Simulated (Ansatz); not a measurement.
# H7C2Cl: the cost of one run

Program: Ansatz 0.2.0. Level of theory: DFT PBE, plane waves, PAW, scalar-relativistic, no spin polarisation. These are calculated values, not measurements.

## Step 1: Starting point

The cell holds 40 atoms (C8H28Cl4): a = 8.802 Å, b = 8.802 Å, c = 8.802 Å, α = 90.00°, β = 90.00°, γ = 90.00°.

Its coordinates follow in the input file.

## Step 2: Preparing the start

Contents of input.yaml:

```yaml
crystal:
  lattice:
    - [8.802272, 0.0, 0.0]
    - [0.0, 8.802272, 0.0]
    - [0.0, 0.0, 8.802272]
  atoms:
    - { symbol: C, position: [0.5091599, 0.9573602, 0.1818879] }
    - { symbol: H, position: [0.6214138, 0.9413734, 0.23157] }
    - { symbol: H, position: [0.5163182, 0.9450086, 0.0589202] }
    - { symbol: H, position: [0.4674992, 1.0705835, 0.2096316] }
    - { symbol: H, position: [0.4314082, 0.8724751, 0.2274297] }
    - { symbol: C, position: [0.5723027, 0.2286957, 0.8921377] }
    - { symbol: H, position: [0.6512227, 0.3239378, 0.8971781] }
    - { symbol: H, position: [0.5798144, 0.1632886, 0.9969724] }
    - { symbol: H, position: [0.6012433, 0.1561635, 0.7960837] }
    - { symbol: H, position: [0.4569304, 0.2713928, 0.8783164] }
    - { symbol: C, position: [0.1843829, 0.4627981, 0.8373674] }
    - { symbol: H, position: [0.2150354, 0.3428819, 0.8350519] }
    - { symbol: H, position: [0.0729727, 0.4779189, 0.7855604] }
    - { symbol: H, position: [0.2684676, 0.5281098, 0.774209] }
    - { symbol: H, position: [0.1810558, 0.5022818, 0.9546483] }
    - { symbol: C, position: [0.4917614, 0.6970999, 0.6945738] }
    - { symbol: H, position: [0.4676646, 0.7790476, 0.6049705] }
    - { symbol: H, position: [0.4589384, 0.5838572, 0.6568433] }
    - { symbol: H, position: [0.427606, 0.7269617, 0.7961474] }
    - { symbol: H, position: [0.6128366, 0.698533, 0.720334] }
    - { symbol: C, position: [1.0095334, 0.8370102, 0.5404215] }
    - { symbol: Cl, position: [0.8828124, 0.6941124, 0.6059428] }
    - { symbol: H, position: [0.9461106, 0.9415412, 0.5221859] }
    - { symbol: H, position: [1.0971843, 0.8550374, 0.6257095] }
    - { symbol: H, position: [1.0607865, 0.799569, 0.4343415] }
    - { symbol: C, position: [0.3049042, 0.4837101, 0.3507568] }
    - { symbol: Cl, position: [0.506777, 0.4854198, 0.3468261] }
    - { symbol: H, position: [0.2626548, 0.5763601, 0.2806663] }
    - { symbol: H, position: [0.2648581, 0.3754771, 0.3064437] }
    - { symbol: H, position: [0.266954, 0.4982745, 0.4675017] }
    - { symbol: C, position: [0.1309635, 0.0197319, 0.9004743] }
    - { symbol: Cl, position: [0.0397795, 0.1383347, 0.764865] }
    - { symbol: H, position: [0.1145665, 0.0677577, 1.0131969] }
    - { symbol: H, position: [0.0810455, -0.0932251, 0.8949422] }
    - { symbol: H, position: [0.2515924, 0.0140174, 0.8740595] }
    - { symbol: C, position: [0.0908155, 0.2149081, 0.3011055] }
    - { symbol: Cl, position: [-0.102875, 0.158991, 0.3124317] }
    - { symbol: H, position: [0.1266003, 0.2580413, 0.4112903] }
    - { symbol: H, position: [0.1591297, 0.1167223, 0.2698899] }
    - { symbol: H, position: [0.1020882, 0.3032679, 0.2153897] }
basis:
  ecutwfc: 420.0
kpoints:
  mp_grid: { grid: [1, 1, 1] }
hamiltonian:
  xc: pbe
scf:
  occupations: { method: fermi_dirac, width: 0.05 }
  lower_state_search: "off"
relax:
  f_tol: 0.3
  max_steps: 15
  adjacent_minimum: "off"
```

Command:

```console
$ ansatz run input.yaml --threads 1 --pin off --max-ram 3072MiB --backend cpu --events-out ev --progress --plain --runs-dir out
```

**Question.** How long does this run take on 1 thread of Arm Neoverse V1, shared host, and how much memory does it need?

About 13 s, with a peak of 0.53 GiB.
